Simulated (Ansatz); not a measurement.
# Rh (P6_3/mmc): equation of state with a fit from a Python script

Where is the equilibrium volume of Rh (P6_3/mmc), and how stiff is it? Wanted for Rh (P6_3/mmc): an equation of state with a fit.

All numbers are computed with Ansatz 0.2.0 through its Python package. Level of theory: DFT PBEsol, plane waves, PAW.

## (1) Starting point

It takes space group P6_3/mmc (No. 194, hexagonal). Conventional cell: a = 2.692 Å, b = 2.692 Å, c = 8.798 Å, α = 90.00°, β = 90.00°, γ = 120.00°. Rh (site symmetry -3m) has 12 Rh at 2.69 Å as nearest neighbours. Around Rh (site symmetry -6m2) lie 12 Rh at 2.69 Å.

The script holds or builds the structure itself.

## (2) Script

Input file eos.py:

```python
"""Equation of state of Rh."""

import warnings

import ansatz as az
import numpy as np

VECTORS = np.array([
    [2.69174462, 0.0, 0.0],
    [-1.34587231, 2.33111922, 0.0],
    [0.0, 0.0, 8.79807013],
])
SITES = [
    ("Rh", (0.0, 0.0, 0.0)),
    ("Rh", (1 / 3, 2 / 3, 0.25)),
    ("Rh", (0.0, 0.0, 0.5)),
    ("Rh", (2 / 3, 1 / 3, 0.75)),
]


def crystal_on(cell):
    crystal = az.Crystal(lattice=az.Lattice.of(cell))
    for symbol, position in SITES:
        crystal = crystal.atom(symbol, position)
    return crystal

warnings.simplefilter("ignore", az.DeckWarning)

# scale the volume, keep shape and fractions
volumes, energies = [], []
for scale in np.linspace(0.92, 1.08, 7):
    cell = VECTORS * scale ** (1 / 3)
    job = (
        crystal_on(cell).calculation()
        .functional(az.Functional.PBESOL)
        .basis(16 * az.Ha)
        .occupations("fermi_dirac")
        .kpoints(10, 10, 3)
    )
    data = job.run(threads=1, backend="cpu").report
    volumes.append(abs(np.linalg.det(cell)) / len(SITES))
    energies.append(data["free_energy_ev"] / len(SITES))
    print(f"V = {volumes[-1]:8.4f} A^3/atom  F = {energies[-1]:.5f} eV/atom")

# third-order Birch-Murnaghan: a cubic in V^(-2/3)
x = np.array(volumes) ** (-2 / 3)
poly = np.polynomial.Polynomial.fit(x, energies, 3).convert()
roots = poly.deriv().roots()
x0 = min((r.real for r in roots if abs(r.imag) < 1e-9 and poly.deriv(2)(r.real) > 0), key=lambda r: abs(r - x.mean()))
v0 = x0 ** -1.5
b0 = 4 / 9 * poly.deriv(2)(x0) * v0 ** (-7 / 3) * 160.21766
b1 = 4 + 2 / 3 * x0 * poly.deriv(3)(x0) / poly.deriv(2)(x0)
print(f"V0 = {v0:.4f} A^3/atom, B0 = {b0:.1f} GPa, dB/dP = {b1:.2f}")
```

## (3) What the engine is handed

The package turns the script's settings into the engine's input (first run):

```yaml
crystal:
  lattice:
    - [2.617960740446721, 0.0, 0.0]
    - [-1.3089803702233604, 2.2672205059560153, 0.0]
    - [0.0, 0.0, 8.556904700727877]
  atoms:
    - { symbol: Rh, position: [0.0, 0.0, 0.0] }
    - { symbol: Rh, position: [0.3333333333333333, 0.6666666666666666, 0.25] }
    - { symbol: Rh, position: [0.0, 0.0, 0.5] }
    - { symbol: Rh, position: [0.6666666666666666, 0.3333333333333333, 0.75] }
basis:
  ecutwfc: 435.382179935808
kpoints:
  mp_grid:
    grid: [10, 10, 3]
hamiltonian:
  xc: pbesol
scf:
  occupations:
    method: fermi_dirac
```

## (4) Running it

Started as:

```bash
$ python eos.py
```

**Question.** Where does the minimum lie against the volume typed, and how stiff is the crystal?

**Answer**, as computed:

| quantity | value |
| --- | --- |
| runs compared | 7 |
| range of energy | 103.00 meV/atom |
| lowest point, volume (Å³/atom) | 13.433 |
| equilibrium volume (fit) | 13.54 Å³/atom |
| bulk modulus (fit) | 292 GPa |

What this shows: A third-order Birch-Murnaghan fit through the 7 points has its minimum at 13.54 Å³ an atom, 1.9 % below the typed cell, with a bulk modulus of 292 GPa and dB/dP = 5.2. From that minimum the energy rises by 54.1 meV an atom on the compressed side and 103.7 meV on the expanded side. Notes:
- Shape and fractional positions are held along the curve, so the bulk modulus is an upper value where they are free to relax.
- The mesh is modest for a metal, so energies can be off by several to tens of meV an atom and pressures by half a GPa or more; differences at equal mesh fare better.
- This isn't the structure that Rh takes at ambient conditions. Whether this is the phase that is stable at ambient conditions was not tested.
